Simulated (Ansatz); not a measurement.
# Molecular dynamics of Si8HO16, charge +1

The input (input.yaml):

```yaml
accuracy: low
crystal:
  lattice:
    - [-4.118, -4.118, 0.0]
    - [4.118, -4.118, 0.0]
    - [0.0, 0.0, 5.298]
  atoms:
    - { symbol: Si, position: [0.50169022, 0.50187177, -0.00715243] }
    - { symbol: Si, position: [0.00676079, 0.5212508, 0.245042] }
    - { symbol: O, position: [0.19719942, 0.49036935, -0.00183105] }
    - { symbol: O, position: [-0.03405672, 0.20280981, 0.2450253] }
    - { symbol: O, position: [0.80688304, 0.51036863, -0.00418997] }
    - { symbol: O, position: [0.00604593, 0.81314498, 0.24504851] }
    - { symbol: Si, position: [0.50168935, 0.50186115, 0.49723289] }
    - { symbol: Si, position: [0.00124249, 0.49508218, 0.7450438] }
    - { symbol: O, position: [0.19720084, 0.49035627, 0.4919095] }
    - { symbol: O, position: [-0.00931792, 0.19334476, 0.74504451] }
    - { symbol: O, position: [0.80688741, 0.51035863, 0.49426844] }
    - { symbol: O, position: [0.00798953, 0.79930981, 0.74503217] }
    - { symbol: Si, position: [-0.00265351, -0.0064409, -0.01336497] }
    - { symbol: Si, position: [0.49251885, -0.00822043, 0.24504181] }
    - { symbol: O, position: [0.69308722, -0.00918185, -0.0053257] }
    - { symbol: O, position: [0.491852, 0.69358033, 0.24504509] }
    - { symbol: O, position: [0.29796165, 0.01134487, -0.00207966] }
    - { symbol: O, position: [0.52135917, 0.30065972, 0.24502856] }
    - { symbol: Si, position: [-0.00265199, -0.00642133, 0.50344442] }
    - { symbol: Si, position: [0.49641009, 0.00260124, 0.74504281] }
    - { symbol: O, position: [0.69308252, -0.00916458, 0.49541221] }
    - { symbol: O, position: [0.49026432, 0.69839962, 0.745033] }
    - { symbol: O, position: [0.29796365, 0.01136279, 0.49216261] }
    - { symbol: O, position: [0.50710925, 0.3053837, 0.74504627] }
    - { symbol: H, position: [0.79138421, 0.23064809, 0.24503257] }
total_charge: 1
basis:
  ecutwfc: 420.0
kpoints:
  mp_grid: { grid: [2, 2, 2] }
hamiltonian:
  xc: pbe
  pseudopotentials: { kind: paw, azcp: { folder: soft_1 } }
scf:
  occupations: { method: fermi_dirac, width: 0.02 }
  lower_state_search: "off"
md:
  timestep: 0.5
  n_steps: 90
  ensemble: nvt_langevin
  temperature: 1500.0
  initial_velocities: maxwell_boltzmann
  seed: 967050
  friction: 0.005
```

Command:

```bash
$ ansatz run input.yaml --threads 1 --pin off --max-ram 3072MiB --backend cpu --events-out ev --progress --plain --runs-dir out
```

It starts from a relaxed structure.

Output, in part (step lines):

```
md step     0: t =     0.00 fs  T =  1440.0 K  F+E_penalty+E_count = -14214.61802852 eV  E_kin = 4.653360 eV  (10 SCF iters)
md step     1: t =     0.50 fs  T =  1431.2 K  F+E_penalty+E_count = -14214.59573561 eV  E_kin = 4.625084 eV  (7 SCF iters)
md step     2: t =     1.00 fs  T =  1403.4 K  F+E_penalty+E_count = -14214.53024567 eV  E_kin = 4.535126 eV  (7 SCF iters)
md step     3: t =     1.50 fs  T =  1382.1 K  F+E_penalty+E_count = -14214.42401155 eV  E_kin = 4.466299 eV  (7 SCF iters)
md step     4: t =     2.00 fs  T =  1307.4 K  F+E_penalty+E_count = -14214.28239839 eV  E_kin = 4.224935 eV  (7 SCF iters)
md step     5: t =     2.50 fs  T =  1241.5 K  F+E_penalty+E_count = -14214.11400225 eV  E_kin = 4.012051 eV  (5 SCF iters)
md step     6: t =     3.00 fs  T =  1211.3 K  F+E_penalty+E_count = -14213.92469720 eV  E_kin = 3.914472 eV  (4 SCF iters)
md step     7: t =     3.50 fs  T =  1131.6 K  F+E_penalty+E_count = -14213.71500094 eV  E_kin = 3.656662 eV  (5 SCF iters)
[... lines left out ...]
md step    90: t =    45.00 fs  T =   926.3 K  F+E_penalty+E_count = -14211.74337822 eV  E_kin = 2.993283 eV  (7 SCF iters)
```

The steps, from the saved trajectory:

```json
{"time (fs)": "0", "T (K)": "1440", "potential energy less start (eV)": "0.000"}
{"time (fs)": "1.5", "T (K)": "1382", "potential energy less start (eV)": "0.194"}
{"time (fs)": "3", "T (K)": "1211", "potential energy less start (eV)": "0.693"}
{"time (fs)": "4.5", "T (K)": "984", "potential energy less start (eV)": "1.374"}
{"time (fs)": "6", "T (K)": "762", "potential energy less start (eV)": "2.113"}
{"time (fs)": "7.5", "T (K)": "620", "potential energy less start (eV)": "2.789"}
{"time (fs)": "9", "T (K)": "471", "potential energy less start (eV)": "3.273"}
{"time (fs)": "10.5", "T (K)": "408", "potential energy less start (eV)": "3.494"}
{"time (fs)": "12", "T (K)": "441", "potential energy less start (eV)": "3.456"}
{"time (fs)": "13.5", "T (K)": "490", "potential energy less start (eV)": "3.258"}
{"time (fs)": "15", "T (K)": "593", "potential energy less start (eV)": "2.975"}
{"time (fs)": "16.5", "T (K)": "715", "potential energy less start (eV)": "2.693"}
{"time (fs)": "18", "T (K)": "726", "potential energy less start (eV)": "2.507"}
{"time (fs)": "19.5", "T (K)": "774", "potential energy less start (eV)": "2.435"}
{"time (fs)": "21", "T (K)": "811", "potential energy less start (eV)": "2.478"}
{"time (fs)": "22.5", "T (K)": "766", "potential energy less start (eV)": "2.642"}
{"time (fs)": "24", "T (K)": "699", "potential energy less start (eV)": "2.849"}
{"time (fs)": "25.5", "T (K)": "680", "potential energy less start (eV)": "3.041"}
{"time (fs)": "27", "T (K)": "666", "potential energy less start (eV)": "3.141"}
{"time (fs)": "28.5", "T (K)": "690", "potential energy less start (eV)": "3.112"}
{"time (fs)": "30", "T (K)": "801", "potential energy less start (eV)": "2.955"}
{"time (fs)": "31.5", "T (K)": "899", "potential energy less start (eV)": "2.740"}
{"time (fs)": "33", "T (K)": "948", "potential energy less start (eV)": "2.563"}
{"time (fs)": "34.5", "T (K)": "1079", "potential energy less start (eV)": "2.422"}
{"time (fs)": "36", "T (K)": "1091", "potential energy less start (eV)": "2.344"}
{"time (fs)": "37.5", "T (K)": "1132", "potential energy less start (eV)": "2.330"}
{"time (fs)": "39", "T (K)": "1116", "potential energy less start (eV)": "2.368"}
{"time (fs)": "40.5", "T (K)": "1091", "potential energy less start (eV)": "2.463"}
{"time (fs)": "42", "T (K)": "1000", "potential energy less start (eV)": "2.594"}
{"time (fs)": "43.5", "T (K)": "949", "potential energy less start (eV)": "2.740"}
{"time (fs)": "45", "T (K)": "926", "potential energy less start (eV)": "2.875"}
```

All steps were run. The mean temperature of the second half is 39 % below the set value. A run of 0.045 ps of so small a system gives no equilibrium averages. Limits of this set-up: coarse k mesh, a small cell, in which the defect meets its images, a typed lattice constant that wasn't relaxed here, low accuracy level, charged cell in a uniform background, uncorrected.

Mean squared displacements from the first frame to the last, about the centre of mass: Si 0.01 Å², O 0.01 Å², H 0.08 Å².

Last frame:

```xyz
25
Lattice="-4.1180 -4.1180 0.0000 4.1180 -4.1180 0.0000 0.0000 0.0000 5.2980" Properties=species:S:1:pos:R:3
Si 0.031 -3.993 -0.043
Si 2.114 -2.089 1.282
O 1.246 -2.820 0.042
O 0.953 -0.627 1.306
O -1.254 -5.456 0.003
O 3.377 -3.313 1.238
Si -0.005 -4.112 2.666
Si 2.041 -1.950 3.959
O 1.194 -2.885 2.588
O 0.712 -0.775 4.020
O -1.244 -5.362 2.603
O 3.272 -3.388 3.926
Si 0.030 0.052 -0.038
Si -2.037 -1.935 1.368
O -3.073 -2.647 -0.036
O 0.748 -4.922 1.345
O -1.343 -1.222 0.044
O -1.012 -3.461 1.275
Si -0.023 0.047 2.672
Si -2.120 -1.924 3.975
O -2.844 -2.754 2.624
O 0.794 -4.851 3.848
O -1.098 -1.236 2.482
O -0.868 -3.236 3.862
H -2.046 -4.123 1.285
```

The run took 9.4 min on 1 thread of AMD EPYC 7R43 64-Core Processor (Zen 3), with other jobs on the host, peak memory 0.55 GiB.
